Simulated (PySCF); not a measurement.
# [Dy(OH)4]−: other functionals and bases at one geometry

Aim: see how levels, charges and forces of [Dy(OH)4]− depend on the level of theory. It is a constructed species; whether it can be made isn't addressed.

Method: several levels, as the steps say, no spin–orbit coupling; program: PySCF 2.14.0.

1 further run of the same task is left out (for a known fault of the program).

### 1 The system as given

9 atoms, charge -1, spin multiplicity 1.

Bond lengths: Dy1–O2 2.110 Å, Dy1–O4 2.110 Å, Dy1–O6 2.110 Å, Dy1–O8 2.110 Å, O2–H3 0.954 Å, O4–H5 0.954 Å, O6–H7 0.954 Å, O8–H9 0.954 Å. Angles: O2–Dy1–O4 109.4°, O2–Dy1–O6 109.5°, O2–Dy1–O8 109.5°, O4–Dy1–O6 109.5°, O4–Dy1–O8 109.5°, O6–Dy1–O8 109.4°, Dy1–O2–H3 176.9°, Dy1–O4–H5 176.9°, Dy1–O6–H7 176.9°, Dy1–O8–H9 176.9°.

As a file:

```
Dy    0.00000    0.00000    0.00000
O     1.34278    1.07835    1.21974
H     1.91772    1.60559    1.76805
O    -1.34278   -1.07835    1.21974
H    -1.91772   -1.60559    1.76805
O     1.07835   -1.34278   -1.21974
H     1.60559   -1.91772   -1.76805
O    -1.07835    1.34278   -1.21974
H    -1.60559    1.91772   -1.76805
```

Formal oxidation states: Dy +3. Each metal's 9 4f electrons lie in its core potential, so multiplicities, spins and levels count the valence alone. An earlier session relaxed this geometry at PBE0, Dy lcecp-1-SVP with ECP55, O def2-SVP, H def2-SVP (singlet, point group D2).

At PBE0 on the finer grid: E = -340.087039 Eh, HOMO -2.30 eV, LUMO 4.27 eV, Mulliken charge on Dy1 +0.79 e, largest force component 0.022 eV/Å. 

Levels to run: BLYP; PBE; PBE0, TZVP. Hardware: 2 threads of Arm Neoverse V2, shared host.

### 2 BLYP

run.py (the lines that set the calculation)

```python
mol = gto.M(atom='''
Dy     0.00000     0.00000     0.00000
O      1.34278     1.07835     1.21974
H      1.91772     1.60559     1.76805
O     -1.34278    -1.07835     1.21974
H     -1.91772    -1.60559     1.76805
O      1.07835    -1.34278    -1.21974
H      1.60559    -1.91772    -1.76805
O     -1.07835     1.34278    -1.21974
H     -1.60559     1.91772    -1.76805''',
    basis={'Dy': 'lcecp-1-SVP', 'O': 'def2-SVP', 'H': 'def2-SVP'},
    ecp={'Dy': 'lcecp-1-SVP'},
    charge=-1, spin=0)
mf = dft.RKS(mol, xc='BLYP')
mf.grids.atom_grid = (75, 302)  # f atoms: unpruned, at least (60, 302)
mf = mf.density_fit()  # fitting sets: Dy AutoAux, O def2-universal-JKFIT, H def2-universal-JKFIT
mf.conv_tol = 1e-08; mf.max_cycle = 55
mf.kernel(dm0)  # dm0: the density of the relaxed state
```

Started as:

```console
$ OMP_NUM_THREADS=2 python run.py
```

### 3 PBE

run.py (the lines that set the calculation), as its differences from that of step 2:

```diff
@@ -13,3 +13,3 @@
     charge=-1, spin=0)
-mf = dft.RKS(mol, xc='BLYP')
+mf = dft.RKS(mol, xc='PBE')
 mf.grids.atom_grid = (75, 302)  # f atoms: unpruned, at least (60, 302)
```

### 4 PBE0, TZVP

Basis: Dy lcecp-1-TZVP with ECP55, O def2-TZVP, H def2-TZVP. 

run.py (the lines that set the calculation), as its differences from that of step 3:

```diff
@@ -10,6 +10,6 @@
 H     -1.60559     1.91772    -1.76805''',
-    basis={'Dy': 'lcecp-1-SVP', 'O': 'def2-SVP', 'H': 'def2-SVP'},
-    ecp={'Dy': 'lcecp-1-SVP'},
+    basis={'Dy': 'lcecp-1-TZVP', 'O': 'def2-TZVP', 'H': 'def2-TZVP'},
+    ecp={'Dy': 'lcecp-1-TZVP'},
     charge=-1, spin=0)
-mf = dft.RKS(mol, xc='PBE')
+mf = dft.RKS(mol, xc='PBE0')
 mf.grids.atom_grid = (75, 302)  # f atoms: unpruned, at least (60, 302)
@@ -17,2 +17,2 @@
 mf.conv_tol = 1e-08; mf.max_cycle = 55
-mf.kernel(dm0)  # dm0: the density of the relaxed state
+mf.kernel(dm0)  # dm0: free metal ions and neutral atoms
```

Q: Predict the outcome of this session. Wanted: for each run, HOMO; gap; charge on Dy1; dipole; largest force.

The runs gave:

| level | state | HOMO (eV) | gap (eV) | charge on Dy1 (e) | dipole (D) | largest force (eV/Å) | basis functions | time |
| --- | --- | --- | --- | --- | --- | --- | --- | --- |
| PBE0 (relaxed here) | singlet | -2.30 | 6.57 | 0.79 | 0.00 | 0.02 | 109 | 18 s |
| BLYP | singlet | -0.49 | 4.12 | 0.47 | 0.00 | 0.42 | 109 | 7.4 s |
| PBE | singlet | -0.61 | 4.25 | 0.50 | 0.00 | 0.34 | 109 | 7.6 s |
| PBE0, TZVP | singlet | -2.72 | 6.69 | 1.50 | 0.00 | 0.24 | 195 | 18 s |

Times are on 2 threads of Arm Neoverse V2, shared host; the first row also made further properties. The dipole of a charged species depends on the origin, so these sizes hold for this origin alone.

In one basis the HOMO–LUMO gap runs from 4.12 eV (BLYP) to 6.57 eV (PBE0). The largest leftover force, 0.42 eV/Å with BLYP, stands at a geometry relaxed at another level. The Mulliken charge on Dy spans +0.47 to +1.50 e over the levels. With 4f in the core, its levels are missing from HOMO and gap. Total energies of different levels can't be compared. Spin–orbit coupling is left out throughout.
